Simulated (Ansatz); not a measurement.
Working through an equation of state with a fit of Mg₅Sc, space group P-62m

Program: Ansatz's Python interface.

Notebook, run cell by cell (the value of a cell's last expression is shown):

In [1]:
```python
import warnings

import ansatz as az
import numpy as np
from scipy.optimize import curve_fit
```

In [2]:
```python
OCCUPATIONS = "Marzari-Vanderbilt"
SMEARING_WIDTH = 0.05
TOLERANCE = 1e-10
FUNCTIONAL = "pbesol"
KGRID = (5, 5, 5)
```

In [3]:
```python
vectors0 = np.array([
    [5.571989, 0.0, 0.0],
    [-2.785995, 4.825484, 0.0],
    [0.0, 0.0, 5.105899],
])
sites = [
    ("Mg", [0.0, 0.657543, 0.0]),
    ("Mg", [1 / 3, 2 / 3, 0.5]),
    ("Mg", [0.657543, 0.0, 0.0]),
    ("Mg", [2 / 3, 1 / 3, 0.5]),
    ("Mg", [0.342457, 0.342457, 0.0]),
    ("Sc", [0.0, 0.0, 0.5]),
]


def on_lattice(cell):
    crystal = az.Crystal(lattice=az.Lattice.of(cell))
    for symbol, position in sites:
        crystal = crystal.atom(symbol, position)
    return crystal
```

In [4]:
```python
def vinet(v, e0, v0, b0, b1):
    eta = (v / v0) ** (1 / 3)
    return e0 + 2 * b0 * v0 / (b1 - 1) ** 2 * (2 - (5 + 3 * b1 * (eta - 1) - 3 * eta) * np.exp(-1.5 * (b1 - 1) * (eta - 1)))
```

In [5]:
```python
warnings.simplefilter("ignore", az.DeckWarning)
```

In [6]:
```python
# uniform scaling of the cell
volumes, energies = [], []
for scale in np.linspace(0.94, 1.06, 7):
    cell = vectors0 * scale ** (1 / 3)
    calculation = (
        on_lattice(cell).calculation()
        .occupations(OCCUPATIONS, width=SMEARING_WIDTH)
        .basis(19 * az.Ha)
        .scf(tolerance=TOLERANCE)
        .functional(FUNCTIONAL)
        .kpoints(*KGRID)
    )
    report = calculation.run().report
    volumes.append(abs(np.linalg.det(cell)) / len(sites))
    energies.append(report["free_energy_ev"] / len(sites))
    print(f"V = {volumes[-1]:8.4f} A^3/atom  F = {energies[-1]:.5f} eV/atom")
```
```text
V =  21.5080 A^3/atom  F = -1945.24652 eV/atom
V =  21.9656 A^3/atom  F = -1945.25180 eV/atom
V =  22.4232 A^3/atom  F = -1945.25430 eV/atom
V =  22.8808 A^3/atom  F = -1945.25427 eV/atom
V =  23.3385 A^3/atom  F = -1945.25196 eV/atom
V =  23.7961 A^3/atom  F = -1945.24756 eV/atom
V =  24.2537 A^3/atom  F = -1945.24126 eV/atom
```

In [7]:
```python
guess = (min(energies), volumes[int(np.argmin(energies))], 0.5, 4.5)
(e0, v0, b0, b1), _ = curve_fit(vinet, np.array(volumes), np.array(energies), p0=guess, maxfev=20000)
print(f"Vinet fit: V0 = {v0:.4f} A^3/atom, B0 = {160.21766 * b0:.1f} GPa, B1 = {b1:.2f}")
print("largest residual", round(1000 * float(np.abs(vinet(np.array(volumes), e0, v0, b0, b1) - energies).max()), 3), "meV/atom")
```
```text
Vinet fit: V0 = 22.6460 A^3/atom, B0 = 41.7 GPa, B1 = 3.70
largest residual 0.003 meV/atom
```

A third-order Birch-Murnaghan fit through the 7 points has its minimum at 22.65 Å³ an atom, 1.0 % below the typed cell, with a bulk modulus of 42 GPa and dB/dP = 3.7. From that minimum the energy rises by 8.1 meV an atom on the compressed side and 13.3 meV on the expanded side.

Reading the output:
- Absolute energies stand on the zero of these potentials, so only differences at equal settings mean something.
- Shape and fractional positions are held along the curve, so the bulk modulus is an upper value where they are free to relax, by a factor of two or more in layered or hydrogen-bonded cells.
- The mesh is modest for a metal, so energies can be off by several to tens of meV an atom and pressures by half a GPa or more; differences at equal mesh fare better.
- The structure comes from a database of computed cells and needn't be a stable or known phase.
- The whole script took 44 s on 1 thread of Arm Neoverse V2 (shared host), peak memory 0.5 GiB.
